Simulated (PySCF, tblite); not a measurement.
# C4H12Si3: geometry, infrared bands and NMR shifts

Wanted: the infrared bands and NMR shifts of C4H12Si3 (`CC#C[SiH2][Si@@H](C)[SiH3]`), by calculation.

Programs: tblite 0.8.0 and PySCF 2.14.0, with density-fitted response routines of our own. Each step states its level of theory. These are calculated values for one molecule in the gas phase, unless marked as measured. Atoms count from 0, in the outputs and in this text.

### Step 1. The starting structure

19 atoms, charge 0, multiplicity 1; geometry from: force field or distance geometry start.

Bonds of the start (Å): C0–C1 1.47, C1–C2 1.19, C2–Si3 1.88, Si3–Si4 2.29, Si4–C5 1.84, Si4–Si6 2.30, C0–H7 1.09, C0–H8 1.10, C0–H9 1.10, Si3–H10 1.50, Si3–H11 1.48, Si4–H12 1.49, C5–H13 1.10, C5–H14 1.09, C5–H15 1.09, Si6–H16 1.49, Si6–H17 1.48, Si6–H18 1.48.

### Step 2. Geometry optimisation with GFN2-xTB

Job settings and geometry (Å):

```
{"job": {"kind": "relax", "xc": "GFN2-xTB", "basis": "xTB"}, "charge": 0, "multiplicity": 1}
C      3.264400     0.395200     1.796400
C      2.303000    -0.266300     0.895300
C      1.540300    -0.822900     0.174600
Si     0.314800    -1.652700    -0.980500
Si    -1.707000    -0.573500    -0.864100
C     -2.310500    -0.498900     0.869300
Si    -1.276200     1.544900    -1.655400
H      4.280700     0.335200     1.407900
H      3.249300    -0.063300     2.791900
H      2.999800     1.455800     1.912800
H      0.126400    -3.078200    -0.560100
H      0.821100    -1.657100    -2.366600
H     -2.725400    -1.254200    -1.717500
H     -1.584600     0.003100     1.527300
H     -2.478900    -1.493200     1.276800
H     -3.256100     0.046300     0.954200
H     -2.532100     2.340100    -1.667000
H     -0.303200     2.233700    -0.774100
H     -0.735600     1.489300    -3.028500
```

Command:

```bash
OMP_NUM_THREADS=1 python probes_run.py task.json out
```

This one command runs all jobs of the session in turn.

**Question.** This job is followed by: GFN2-xTB harmonic vibrations, gas phase; GIAO PBE0/pcSseg-1 NMR shielding, non-relativistic, gas phase. What will the session give for the following? strongest single infrared mode (GFN2-xTB); zero-point energy (GFN2-xTB); ¹³C shifts against TMS (PBE0/pcSseg-1); ¹H shifts against TMS (PBE0/pcSseg-1, means over atoms taken as alike); ²⁹Si shifts against TMS (PBE0/pcSseg-1); surface potential, 1st and 99th percentile.

The runs gave:

```
                                                              quantity                                   value
                             strongest single infrared mode (GFN2-xTB)                    780 cm⁻¹, 667 km/mol
                                          zero-point energy (GFN2-xTB)                           82.2 kcal/mol
                                ¹³C shifts against TMS (PBE0/pcSseg-1)              116.3, 78.7, 6.3, -8.2 ppm
¹H shifts against TMS (PBE0/pcSseg-1, means over atoms taken as alike)  4.45, 4.36, 3.94, 3.50, 2.09, 0.35 ppm
                               ²⁹Si shifts against TMS (PBE0/pcSseg-1)                -86.2, -96.6, -114.8 ppm
                                 surface potential, 1st and 99th percentile                      -0.86 V and 0.95 V
```

**Reading.** Over 71 steps the energy fell by 0.243 eV; of the close pairs, Si4–C5 changed most, 1.837 to 1.910 Å. The lowest mode is slightly imaginary (6i cm⁻¹), a soft motion within the noise of the Hessian, so the minimum is not strictly shown. The strongest single mode, at 780 cm⁻¹, has its largest shares on H18, H17 and H16 (the list is cut at 3 atoms). GFN2-xTB is a fitted tight-binding method: band positions and strengths are rough. Its intensities can rank the bands wrongly. At PBE0/pcSseg-1: The largest span, 289 ppm, is at C1, where the paramagnetic term is -204 ppm. At PBE0/pcSseg-1, counted by nearest atom on the grid, the HOMO lies on C1, C2 about 29 % each; Si4 11 %, the LUMO on Si3, Si4 about 16 % each; H10, H16 about 12 % each.
